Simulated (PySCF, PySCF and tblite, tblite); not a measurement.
# C8H14: a path driven as ring inversion, and NMR exchange, part 2 of 3

PySCF and tblite. Atoms count from 0.

### 10 Shieldings, saddle of leg 1: PBE0/pcSseg-1 in acetonitrile

Job settings and geometry (Å):

```
{"job": {"kind": "nmr", "xc": "PBE0", "basis": "pcSseg-1", "solvent": "acetonitrile", "pop": false}, "charge": 0, "multiplicity": 1}
C      3.053054    -0.713896     0.788847
C      2.159393    -0.295779    -0.087348
C      0.693676    -0.166617     0.186706
C      0.208703     1.263573    -0.053290
C     -1.178537     1.416267     0.552535
C     -2.174741     0.329180     0.105903
C     -1.624615    -0.878971    -0.688257
C     -0.098273    -1.084134    -0.745425
H      2.773610    -1.001574     1.789505
H      4.100357    -0.788454     0.548986
H      2.467053    -0.012182    -1.086228
H      0.497854    -0.438187     1.228821
H      0.185410     1.465123    -1.126141
H      0.888838     1.980757     0.411561
H     -1.072458     1.377847     1.639288
H     -1.578403     2.401572     0.305224
H     -2.676386    -0.048545     0.998347
H     -2.949214     0.795621    -0.505221
H     -2.079351    -1.778253    -0.269619
H     -1.985899    -0.803946    -1.715292
H      0.140813    -2.124077    -0.514561
H      0.249116    -0.895322    -1.764339
```

The log of the run:

```text
coarse grid: 17368 points
cycle   1  E = -312.7203693020  dE =  8.660e-01  |g| = 4.338e-01  |ddm| = 4.071e+00
cycle   2  E = -312.7184796996  dE =  1.890e-03  |g| = 4.592e-01  |ddm| = 8.210e-01
cycle   3  E = -312.7741425200  dE = -5.566e-02  |g| = 4.588e-02  |ddm| = 4.403e-01
cycle   4  E = -312.7745172836  dE = -3.748e-04  |g| = 2.099e-02  |ddm| = 6.089e-02
cycle   5  E = -312.7746206693  dE = -1.034e-04  |g| = 5.941e-03  |ddm| = 2.093e-02
cycle   6  E = -312.7746284468  dE = -7.778e-06  |g| = 2.140e-03  |ddm| = 5.640e-03
final grid: 164872 points
cycle   7  E = -312.8273329079  dE = -6.721e-05  |g| = 1.044e-02  |ddm| = 4.184e-02
cycle   8  E = -312.8273231901  dE =  9.718e-06  |g| = 1.229e-02  |ddm| = 1.975e-02
cycle   9  E = -312.8273614210  dE = -3.823e-05  |g| = 9.035e-04  |ddm| = 1.055e-02
cycle  10  E = -312.8273615987  dE = -1.776e-07  |g| = 2.907e-04  |ddm| = 9.849e-04
cycle  11  E = -312.8273616176  dE = -1.892e-08  |g| = 1.048e-04  |ddm| = 3.056e-04
cycle  12  E = -312.8273616200  dE = -2.445e-09  |g| = 3.483e-05  |ddm| = 1.048e-04
cycle  13  E = -312.8273616204  dE = -3.090e-10  |g| = 1.913e-06  |ddm| = 2.960e-05
converged SCF energy = -312.8273616204

GIAO shielding tensors (ppm)
atom      isotropic    diamagn.    paramagn.     s11        s22        s33       span
  0 C       69.666     253.585    -183.918    -38.977     88.894    159.081    198.058
  1 C       29.504     255.010    -225.506    -97.836     40.341    146.006    243.842
  2 C      140.262     245.974    -105.712    121.048    137.160    162.578     41.530
  3 C      153.280     248.394     -95.114    144.339    152.448    163.051     18.712
  4 C      162.691     245.628     -82.937    154.759    162.743    170.570     15.811
  5 C      171.342     243.739     -72.397    155.579    178.440    180.008     24.429
  6 C      170.820     243.696     -72.876    153.909    177.938    180.612     26.703
  7 C      155.347     246.937     -91.590    143.377    151.985    170.680     27.303
  8 H       26.273      31.835      -5.563     22.835     25.157     30.826      7.991
  9 H       26.495      27.946      -1.450     23.567     25.133     30.786      7.219
 10 H       25.549      31.424      -5.875     22.424     24.862     29.361      6.938
 11 H       29.941      34.463      -4.522     26.695     29.095     34.033      7.338
 12 H       30.611      32.295      -1.684     27.449     28.906     35.478      8.029
 13 H       30.310      31.767      -1.457     25.737     29.201     35.992     10.255
 14 H       30.049      30.876      -0.827     25.244     28.714     36.188     10.945
 15 H       29.817      29.445       0.372     24.462     28.082     36.908     12.446
 16 H       29.982      29.340       0.642     24.408     28.726     36.811     12.404
 17 H       29.993      28.756       1.237     23.982     28.934     37.062     13.081
 18 H       29.892      29.475       0.418     23.840     28.985     36.853     13.012
 19 H       29.933      29.550       0.383     24.131     28.938     36.730     12.599
 20 H       30.027      31.501      -1.474     24.961     29.316     35.805     10.843
 21 H       30.318      32.118      -1.800     25.557     29.981     35.417      9.860
```

It took 41 s on 1 thread of Arm Neoverse V2, shared host; peak memory 1.1 GiB.

In short: HOMO -7.30 eV, LUMO 0.54 eV; dipole 0.66 D.

The fields below are evaluated on a grid from the run's orbitals.

Frontier orbitals at PBE0/pcSseg-1, with the share of their density that lies nearest to each atom:

```csv
orbital,energy (eV),lies on
HOMO,-7.30,C0 34 %; C1 26 %
LUMO,0.54,"C0, C1 about 30 % each; H8, H9, H10 about 9 % each"
```

ELF in a plane through or near 6 of the atoms.

Ten even steps from ' ' (0.00) to '@' (1.00):
```
                                                        
                                                        
                                                        
                      ::**--    ..++**::                
                      %%@@@@..  ++@@@@%%                
              ....    @@@@@@--::%%@@@@@@                
            ..==++..  ++@@@@******@@@@++                
        ..::::++##**..  ++::==@@==++--  ::::            
      ..%%%%++++%%##++--%%%%++##++##==##@@@@::          
      ++@@@@%%++##::**%%**%%==..::++##@@@@@@++          
      ++@@@@##==**..++%%++##::..==****%%@@@@--          
      ..%%%%==--****++==##%%++**++**==::++++            
        ......--++++..  ==::::%%::--++..                
            ..----..  ..****==**++%%%%++                
                      ::**##--..--****--                
                      ..++==..    ....                  
                        ....                            
                                                        
                                                        
                                                        
```
The map spans 13.6 Å across and 9.4 Å up, centred on the molecule. Atoms in the plane (x, y in Å): C1 (-2.2, 0.0), C3 (0.0, 1.1), C7 (0.0, -1.3), H13 (-0.6, 2.1), H15 (1.9, 2.1), H17 (3.1, 0.1).

On the surface of density 0.002 e/bohr³ the electrostatic potential runs, from the 1st to the 99th percentile, from -0.83 V near C0 to 0.59 V near H10.

### 11 Shieldings, end: PBE0/pcSseg-1 in acetonitrile

Job settings and geometry (Å):

```
{"job": {"kind": "nmr", "xc": "PBE0", "basis": "pcSseg-1", "solvent": "acetonitrile", "pop": false}, "charge": 0, "multiplicity": 1}
C      2.985800    -0.322335    -0.392973
C      1.693428    -0.068188    -0.473968
C      0.712377    -0.356702     0.621889
C      0.019064     0.923216     1.112801
C     -0.963419     1.485622     0.089633
C     -2.002702     0.435706    -0.289430
C     -1.319914    -0.810617    -0.843030
C     -0.340814    -1.383222     0.177563
H      3.424278    -0.761776     0.488781
H      3.664657    -0.104443    -1.200483
H      1.290979     0.372981    -1.374662
H      1.269772    -0.785099     1.463605
H      0.775798     1.673325     1.354219
H     -0.524933     0.690063     2.031846
H     -1.459180     2.363944     0.509770
H     -0.427188     1.808185    -0.804494
H     -2.584007     0.165931     0.595917
H     -2.692947     0.844206    -1.030836
H     -2.069303    -1.566861    -1.088502
H     -0.792747    -0.559758    -1.765068
H     -0.900340    -1.708124     1.058616
H      0.162835    -2.258407    -0.239497
```

The log of the run:

```text
coarse grid: 17368 points
cycle   1  E = -312.7354006739  dE =  8.915e-01  |g| = 4.439e-01  |ddm| = 4.052e+00
cycle   2  E = -312.7281742235  dE =  7.226e-03  |g| = 4.910e-01  |ddm| = 8.460e-01
cycle   3  E = -312.7911765513  dE = -6.300e-02  |g| = 5.443e-02  |ddm| = 4.806e-01
cycle   4  E = -312.7916830440  dE = -5.065e-04  |g| = 2.581e-02  |ddm| = 7.269e-02
cycle   5  E = -312.7918305684  dE = -1.475e-04  |g| = 9.068e-03  |ddm| = 2.489e-02
cycle   6  E = -312.7918499155  dE = -1.935e-05  |g| = 2.227e-03  |ddm| = 7.602e-03
cycle   7  E = -312.7918511562  dE = -1.241e-06  |g| = 1.500e-04  |ddm| = 1.905e-03
final grid: 164872 points
cycle   8  E = -312.8431376679  dE = -6.489e-05  |g| = 9.744e-03  |ddm| = 4.136e-02
cycle   9  E = -312.8431274961  dE =  1.017e-05  |g| = 1.171e-02  |ddm| = 1.966e-02
cycle  10  E = -312.8431626857  dE = -3.519e-05  |g| = 1.232e-03  |ddm| = 1.117e-02
cycle  11  E = -312.8431630186  dE = -3.329e-07  |g| = 3.782e-04  |ddm| = 1.278e-03
cycle  12  E = -312.8431630526  dE = -3.396e-08  |g| = 1.019e-04  |ddm| = 3.162e-04
cycle  13  E = -312.8431630549  dE = -2.307e-09  |g| = 3.031e-05  |ddm| = 1.038e-04
cycle  14  E = -312.8431630551  dE = -2.382e-10  |g| = 2.397e-06  |ddm| = 2.934e-05
converged SCF energy = -312.8431630551

GIAO shielding tensors (ppm)
atom      isotropic    diamagn.    paramagn.     s11        s22        s33       span
  0 C       68.306     252.644    -184.337    -39.648     87.052    157.515    197.164
  1 C       34.196     257.468    -223.273    -98.913     34.361    167.139    266.052
  2 C      142.809     245.612    -102.804    130.439    138.944    159.044     28.605
  3 C      151.714     246.848     -95.134    145.912    149.501    159.729     13.817
  4 C      162.405     247.297     -84.892    155.037    161.712    170.464     15.427
  5 C      156.746     247.323     -90.577    152.052    157.154    161.032      8.980
  6 C      162.415     247.295     -84.879    155.044    161.733    170.469     15.425
  7 C      151.377     246.907     -95.530    145.166    149.282    159.683     14.517
  8 H       26.245      31.036      -4.792     22.820     25.276     30.638      7.817
  9 H       26.371      29.033      -2.662     23.426     24.963     30.724      7.299
 10 H       24.630      32.648      -8.019     20.410     23.294     30.185      9.775
 11 H       29.313      33.686      -4.373     26.338     27.182     34.420      8.082
 12 H       30.129      31.029      -0.900     25.684     28.725     35.978     10.294
 13 H       30.018      31.506      -1.488     26.045     28.304     35.705      9.660
 14 H       30.160      29.427       0.733     25.135     27.854     37.490     12.355
 15 H       30.051      31.091      -1.040     26.575     28.401     35.177      8.602
 16 H       30.415      30.358       0.057     26.892     28.209     36.145      9.253
 17 H       29.874      29.166       0.708     25.255     27.534     36.834     11.579
 18 H       30.166      29.453       0.712     25.132     27.861     37.504     12.373
 19 H       30.061      31.111      -1.050     26.583     28.438     35.163      8.581
 20 H       30.013      31.537      -1.524     26.060     28.296     35.684      9.624
 21 H       30.133      31.087      -0.954     25.698     28.749     35.954     10.256
```

Run time: 33 s. Hardware: 1 thread of Arm Neoverse V2, shared host; peak memory 1.1 GiB.

In short: HOMO -7.35 eV, LUMO 0.46 eV; dipole 0.57 D.

### 12 Single-point energy, minimum 1: PBE0/pcSseg-1 in acetonitrile

Job settings and geometry (Å):

```
{"job": {"kind": "sp", "xc": "PBE0", "basis": "pcSseg-1", "solvent": "acetonitrile", "pop": false}, "charge": 0, "multiplicity": 1}
C      3.033295    -0.712482     0.770363
C      2.119257    -0.311379    -0.092626
C      0.660081    -0.174140     0.211961
C      0.182079     1.255032    -0.062105
C     -1.253171     1.448573     0.440760
C     -2.073394     0.159016     0.310629
C     -1.589364    -0.656079    -0.883109
C     -0.160940    -1.158752    -0.643090
H      2.778144    -0.977417     1.783730
H      4.074173    -0.795344     0.506514
H      2.403376    -0.051792    -1.105096
H      0.501089    -0.392289     1.272323
H      0.235366     1.442108    -1.136276
H      0.846934     1.968725     0.428466
H     -1.239338     1.762500     1.486250
H     -1.726313     2.247927    -0.133155
H     -1.970241    -0.445434     1.213867
H     -3.131518     0.402304     0.198979
H     -2.253256    -1.505401    -1.054959
H     -1.624093    -0.028237    -1.775467
H     -0.185703    -2.125954    -0.137674
H      0.335840    -1.308103    -1.604315
```

The log of the run:

```text
coarse grid: 17368 points
cycle   1  E = -312.7282096066  dE =  8.838e-01  |g| = 4.391e-01  |ddm| = 4.088e+00
cycle   2  E = -312.7234881016  dE =  4.722e-03  |g| = 4.767e-01  |ddm| = 8.327e-01
cycle   3  E = -312.7830068943  dE = -5.952e-02  |g| = 4.948e-02  |ddm| = 4.566e-01
cycle   4  E = -312.7834502821  dE = -4.434e-04  |g| = 2.157e-02  |ddm| = 6.425e-02
cycle   5  E = -312.7835597737  dE = -1.095e-04  |g| = 5.985e-03  |ddm| = 2.156e-02
cycle   6  E = -312.7835676075  dE = -7.834e-06  |g| = 2.224e-03  |ddm| = 5.726e-03
final grid: 164872 points
cycle   7  E = -312.8357794129  dE = -6.598e-05  |g| = 1.004e-02  |ddm| = 4.446e-02
cycle   8  E = -312.8357693492  dE =  1.006e-05  |g| = 1.202e-02  |ddm| = 1.891e-02
cycle   9  E = -312.8358056344  dE = -3.629e-05  |g| = 9.223e-04  |ddm| = 1.025e-02
cycle  10  E = -312.8358058216  dE = -1.872e-07  |g| = 2.880e-04  |ddm| = 1.011e-03
cycle  11  E = -312.8358058402  dE = -1.866e-08  |g| = 1.017e-04  |ddm| = 2.984e-04
cycle  12  E = -312.8358058425  dE = -2.277e-09  |g| = 3.405e-05  |ddm| = 1.021e-04
cycle  13  E = -312.8358058428  dE = -2.964e-10  |g| = 1.694e-06  |ddm| = 2.947e-05
converged SCF energy = -312.8358058428
```

Wall time 16 s (1 thread of Arm Neoverse V2, shared host); peak memory 0.84 GiB.

This run: HOMO -7.31 eV, LUMO 0.55 eV; dipole 0.64 D.

**Single-point energy, saddle of leg 2: PBE0/pcSseg-1 in acetonitrile**

Job settings and geometry (Å):

```
{"job": {"kind": "sp", "xc": "PBE0", "basis": "pcSseg-1", "solvent": "acetonitrile", "pop": false}, "charge": 0, "multiplicity": 1}
C      3.156236    -0.595232     0.231245
C      1.993730    -0.273155    -0.302250
C      0.681234    -0.285388     0.426936
C      0.184332     1.181191     0.540727
C     -1.295666     1.489281     0.242092
C     -2.160497     0.249066     0.067321
C     -1.478527    -0.677019    -0.928274
C     -0.263034    -1.301430    -0.258987
H      3.241317    -0.897243     1.262527
H      4.073005    -0.572688    -0.333726
H      1.934357     0.027125    -1.341183
H      0.868102    -0.650504     1.441181
H      0.794920     1.791435    -0.128790
H      0.417062     1.517594     1.552159
H     -1.703821     2.113250     1.039468
H     -1.357897     2.069257    -0.681874
H     -2.285695    -0.269306     1.020244
H     -3.149607     0.545138    -0.287987
H     -2.156167    -1.469477    -1.252874
H     -1.181259    -0.106563    -1.810665
H     -0.619762    -2.007756     0.494133
H      0.307636    -1.877574    -0.991424
```

The log of the run:

```text
coarse grid: 17368 points
cycle   1  E = -312.7191299761  dE =  8.729e-01  |g| = 4.396e-01  |ddm| = 4.049e+00
cycle   2  E = -312.7156796520  dE =  3.450e-03  |g| = 4.714e-01  |ddm| = 8.224e-01
cycle   3  E = -312.7741741079  dE = -5.849e-02  |g| = 4.520e-02  |ddm| = 4.449e-01
cycle   4  E = -312.7745379400  dE = -3.638e-04  |g| = 2.027e-02  |ddm| = 6.069e-02
cycle   5  E = -312.7746323801  dE = -9.444e-05  |g| = 6.340e-03  |ddm| = 2.094e-02
cycle   6  E = -312.7746415250  dE = -9.145e-06  |g| = 2.105e-03  |ddm| = 5.757e-03
final grid: 164872 points
cycle   7  E = -312.8261373667  dE = -5.714e-05  |g| = 9.932e-03  |ddm| = 4.063e-02
cycle   8  E = -312.8261283143  dE =  9.052e-06  |g| = 1.172e-02  |ddm| = 1.831e-02
cycle   9  E = -312.8261630088  dE = -3.469e-05  |g| = 8.707e-04  |ddm| = 9.853e-03
cycle  10  E = -312.8261631728  dE = -1.640e-07  |g| = 3.023e-04  |ddm| = 9.313e-04
cycle  11  E = -312.8261631939  dE = -2.108e-08  |g| = 9.932e-05  |ddm| = 3.236e-04
cycle  12  E = -312.8261631961  dE = -2.229e-09  |g| = 2.893e-05  |ddm| = 9.855e-05
cycle  13  E = -312.8261631963  dE = -2.157e-10  |g| = 1.719e-06  |ddm| = 2.508e-05
converged SCF energy = -312.8261631963
```

It took 16 s on 1 thread of Arm Neoverse V2, shared host; peak memory 0.83 GiB.

Key values: HOMO -7.31 eV, LUMO 0.65 eV; dipole 0.70 D.

### 13 Kinetics and line shapes

Job settings and geometry (Å):

```
{"job": {"smiles": "C=CC1CCCCC1", "charge": 0, "mult": 1, "motion": "ring", "what": "6-membered ring", "atoms": [2, 3, 4, 5, 6, 7], "ring": [2, 3, 4, 5, 6, 7], "study": "path", "level": {"kind": "nmr", "xc": "PBE0", "basis": "pcSseg-1", "solvent": "acetonitrile"}, "fields": [100, 200, 400], "first": 3, "seed": 396, "kind": "path"}, "charge": 0, "multiplicity": 1}
C      3.113308    -0.714629     0.574685
C      2.137113    -0.253535    -0.183858
C      0.696630    -0.196593     0.220754
C      0.193741     1.251702     0.207269
C     -1.277675     1.317594     0.604291
C     -2.124365     0.465824    -0.336399
C     -1.631643    -0.977915    -0.332513
C     -0.160011    -1.042136    -0.728944
H      2.929131    -1.091846     1.567643
H      4.137220    -0.736937     0.241481
H      2.350138     0.120126    -1.177702
H      0.593509    -0.595272     1.235746
H      0.318400     1.665978    -0.796176
H      0.794446     1.852234     0.894192
H     -1.393495     0.951836     1.627378
H     -1.620792     2.354272     0.579309
H     -3.172488     0.503061    -0.031920
H     -2.055938     0.868925    -1.349662
H     -1.756694    -1.400425     0.667371
H     -2.226989    -1.577074    -1.025041
H      0.187981    -2.077434    -0.709787
H     -0.041938    -0.668372    -1.748967
```

The log of the run:

```text
stationary points (kcal/mol above the start)
  n  kind          group   xTB      DFT    lowest mode
  0  minimum      Cs       0.00     0.00      59.9
  1  saddle       C1      10.98    11.73    -230.2
  2  intermediate C1       5.25     6.23      63.2
  3  saddle       C1      10.87    12.37    -145.7
  4  minimum      Cs       1.50     1.29      41.9

GFN2-xTB energies: T/K, barrier G, reaction G (kcal/mol), k forward, k back (1/s)
 150.00    10.84     1.61   0.000515      0.113
 200.00    10.87     1.61        5.9        340
 250.00    10.93     1.62    1.6e+03   4.16e+04
 298.15    11.01     1.62   5.97e+04   9.25e+05
 350.00    11.12     1.63   9.57e+05      1e+07
 400.00    11.24     1.64   6.99e+06   5.52e+07
 500.00    11.54     1.66   1.12e+08   5.96e+08

PBE0/pcSseg-1 + D3(BJ), IEF-PCM acetonitrile energies: T/K, barrier G, reaction G (kcal/mol), k forward, k back (1/s)
 150.00    12.33     1.40   6.21e-06   0.000673
 200.00    12.37     1.40      0.225       7.64
 250.00    12.43     1.41        121   2.05e+03
 298.15    12.51     1.41   6.92e+03   7.54e+04
 350.00    12.62     1.42   1.54e+05    1.2e+06
 400.00    12.74     1.43   1.43e+06   8.66e+06
 500.00    13.03     1.45   3.17e+07   1.37e+08
```

Run time: 2.7 min. Hardware: 1 thread of Arm Neoverse V2, shared host; peak memory 1.1 GiB. This counts the whole study up to here.

Barriers by level (kcal/mol; entropies in cal/(mol K)). Zero-point and thermal terms come from xTB in every row. ΔG‡ leaves symmetry out; the rate counts equivalent paths (a factor of 2) and all 2 saddles; effective ΔG‡, where given, is the barrier that would give that rate by Eyring's equation alone:

```csv
level,ΔE‡,with zero-point,ΔH‡,ΔS‡,ΔG‡ (298 K),ΔE of reaction,k at 298 K (1/s),effective ΔG‡
GFN2-xTB,10.87,10.88,10.60,-1.4,11.01,1.50,6e+04,10.94
"PBE0/pcSseg-1 + D3(BJ), IEF-PCM acetonitrile",12.37,12.37,12.09,-1.4,12.51,1.29,6.9e+03,12.21
```

Sites that the driver pairs across this motion, and where their lines would merge (no couplings; faster rotations or exchange between molecules can average them sooner):

```csv
nucleus,sites: shielding (ppm),proton frequency (MHz),spread (Hz),coalescence (K),lines at 298 K
13C,C2: 137.3; C2 (end): 142.8,400,553,not given,–
13C,"C4, C6: 157.5; C4, C6 (end): 162.4",400,495,not given,–
13C,C1: 29.8; C1 (end): 34.2,400,438,not given,–
1H,H10: 25.53; H10 (end): 24.63,400,359,not given,–
1H,H17: 30.52; H17 (end): 29.87,400,257,not given,–
1H,H11: 29.85; H11 (end): 29.31,400,216,not given,–
1H,H16: 29.99; H16 (end): 30.41,400,170,not given,–
1H,"H12, H21: 30.55; H12, H21 (end): 30.13",400,168,not given,–
```

A dash: the driver gave no coalescence for this row (it judged the minor form too scarce).

Rows that set an atom against itself at the end compare its shielding in the two forms.

(Part 2 of 3 ends here.)
